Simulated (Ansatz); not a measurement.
**MnSe: pressure up to the limit of the methods**

The task here is to estimate one member of a computed series from the others.

Method: DFT r²SCAN, with the methods named in each step, in Ansatz 0.2.0.

## The system as given

The structure is cubic, space group F-43m (No. 216). The conventional cell has a = 5.592 Å, b = 5.592 Å, c = 5.592 Å, α = 90.00°, β = 90.00°, γ = 90.00°. Around Mn (site symmetry -43m) lie 4 Se at 2.42 Å. Se (site symmetry -43m) has 4 Mn at 2.42 Å as nearest neighbours.

Structure file:

```
Mn Se
1.0
     0.00000    2.79587    2.79587
     2.79587    0.00000    2.79587
     2.79587    2.79587    0.00000
Mn Se
1 1
Direct
  0.00000 0.00000 0.00000
  0.25000 0.25000 0.25000
```

Whether this phase is the stable one at these pressures isn't tested.

Atoms are numbered in the order of the input: Mn1, Se2.

Set-up of the first run:

The input, input.yaml:

```yaml
crystal:
  lattice:
    - [0.0, 2.7958717515, 2.7958717515]
    - [2.7958717515, 0.0, 2.7958717515]
    - [2.7958717515, 2.7958717515, 0.0]
  atoms:
    - { symbol: Mn, position: [0.0, 0.0, 0.0], spin: 3.0 }
    - { symbol: Se, position: [0.25, 0.25, 0.25] }
magnetization:
  spin_polarized: true
kpoints:
  mp_grid: { grid: [13, 13, 13] }
scf:
  occupations: { method: fermi_dirac, width: 0.05 }
hamiltonian:
  xc: r2scan
  pseudopotentials: { kind: paw }
output:
  forces: true
  stress: true
  write_density: true
  write_potential: true
  elf: true
  volumetric_format: npy
relax:
  f_tol: 0.005
  max_steps: 40
  cell: {}
```

On the command line:

```
$ ansatz run input.yaml --threads 1 --pin off --max-ram 3072MiB --backend cpu --events-out ev --progress --plain --runs-dir out
```

Steps of the session up to this table: Cell relaxed at zero pressure, PAW; More of the same log: cell relaxed at zero pressure; Volume scaled by 1, PAW; Volume scaled by 0.95, PAW; Volume scaled by 0.85, PAW; Volume scaled by 0.75, PAW; Volume scaled by 0.65, PAW; Volume scaled by 0.65, PAW (cutoff 250 eV); Volume scaled by 0.55, PAW; Volume scaled by 0.55, PAW (level accurate); Volume scaled by 0.45, PAW; Volume scaled by 0.4, PAW; Volume scaled by 0.4, PAW (level accurate).

One table of the session follows, with a row left open; its other results are not shown here.

| method | volume over the first | volume (Å³/atom) | pressure (GPa) | moment Mn1 (μB) | moment Se2 (μB) |
| --- | --- | --- | --- | --- | --- |
| PAW | 1 | ? | ? | ? | ? |
| PAW | 0.95 | 24.649 | 3.24 | 4.37 | 0.08 |
| PAW | 0.85 | 22.054 | 12.41 | 4.24 | 0.09 |
| PAW | 0.75 | 19.460 | 23.82 | 3.92 | 0.06 |
| PAW | 0.65 | 16.865 | 40.84 | 3.36 | 0.02 |
| PAW | 0.55 | 14.270 | 49.83 | 0.00 | 0.00 |
| PAW | 0.45 | 11.676 | 137.47 | 0.00 | 0.00 |
| PAW | 0.4 | 10.379 | 221.39 | 0.00 | 0.00 |
| PAW (cutoff 250 eV) | 0.65 | 16.865 | 43.96 | 3.44 | 0.03 |
| PAW (level accurate) | 0.55 | 14.270 | 49.97 | 0.00 | 0.00 |
| PAW (level accurate) | 0.4 | 10.379 | 221.90 | 0.00 | 0.00 |

Estimate the missing values for PAW, 1.

The run gave: volume (Å³/atom): 25.946; pressure (GPa): 0.05; moment Mn1 (μB): 4.42; moment Se2 (μB): 0.07. In the column «volume (Å³/atom)» it is the highest.

To keep in mind: Other magnetic orders may lie lower; this is the state that the run reached. Warnings in the runs' records: stability check not made, seeded moment not kept, cutoff below recommended, written density without core change.
